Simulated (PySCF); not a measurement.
# SnF₃: relaxation and vibrations of the doublet

Where does doublet SnF₃ go from a trigonal planar start, is the end point a minimum, and what are its modes, charges and moments?

Method: PBE0, basis Sn def2-TZVP with ECP28, F def2-TZVP, scalar-relativistic core potentials, no spin–orbit coupling, density fitting; program: PySCF 2.14.0.

## Step 1: Starting geometry

4 atoms, charge 0, spin multiplicity 2.

Bond lengths: Sn1–F2 2.040 Å, Sn1–F3 2.040 Å, Sn1–F4 2.040 Å. Angles: F2–Sn1–F3 120.0°, F2–Sn1–F4 120.0°, F3–Sn1–F4 120.0°.

```xyz
4
charge 0 multiplicity 2
Sn    0.0000    0.0000    0.0000
F     2.0400    0.0000    0.0000
F    -1.0200    1.7667    0.0000
F    -1.0200   -1.7667    0.0000
```

## Step 2: The SCF at the typed geometry

The steps below are one call of a driver around PySCF. For each, scf.py gives the equivalent set-up of the SCF; relaxations use the driver's own optimiser. After this first run the driver tries any further starts and a stability analysis.

scf.py

```python
from pyscf import gto, scf, dft
mol = gto.M(atom='''
Sn     0.000000     0.000000     0.000000
F      2.040000     0.000000     0.000000
F     -1.020000     1.766700     0.000000
F     -1.020000    -1.766700     0.000000''',
    basis={'Sn': 'def2-TZVP', 'F': 'def2-TZVP'},
    ecp={'Sn': 'def2-TZVP'},
    charge=0, spin=1)
mf = dft.UKS(mol, xc='PBE0')
mf.grids.atom_grid = (50, 194)
aux = {'Sn': 'def2-universal-JKFIT', 'F': 'def2-universal-JKFIT'}
mf = mf.density_fit(auxbasis=aux)
mf.conv_tol = 1e-08
mf.diis_space = 10
mf.max_cycle = 60
mf.init_guess = 'minao'
mf.verbose = 4
mf.kernel()
```

Run with:

```console
> OMP_NUM_THREADS=4 python axn.py task.json out
```

Further steps of the session: Relaxation: trigonal planar start, doublet; Hessian and properties; Following the imaginary mode; Hessian and properties.

Q: Predict the outcome of this session. Wanted: minimum; geometry; wavenumbers; dipole moment; highest occupied, lowest empty level; polar-tensor charge of Sn1; zero-point energy; atomisation energy; ⟨S²⟩.

The runs gave:

```
                                          quantity                                  value
                                           minimum                           doublet, C3v
                                          geometry  Sn–F 1.908 Å (×3); F–Sn–F 105.8° (×3)
                                wavenumbers (cm⁻¹)   151 (e), 184 (a1), 613 (a1), 626 (e)
                                     dipole moment                                 3.12 D
highest occupied, lowest empty level (either spin)                        -8.77, -5.54 eV
                        polar-tensor charge of Sn1                                +1.82 e
                                 zero-point energy                            14.1 kJ/mol
                               entropy at 298.15 K                        316.1 J/(mol K)
         atomisation energy (no zero-point energy)                            1232 kJ/mol
                                              ⟨S²⟩                                  0.753
```

The trigonal planar start (D3h) ends in a minimum of C3v symmetry, after a stop at a saddle point 67.8 kJ/mol higher, from which it was pushed off along an imaginary mode. In the infrared the band at 626 cm⁻¹ (e, stretch) leads. Most of the spin sits on Sn1 (Mulliken spin 0.71, against 1 for the whole molecule). Only this shape and spin were tried, so other structures or states may lie lower. Spin–orbit coupling, left out here, can matter for elements this heavy.
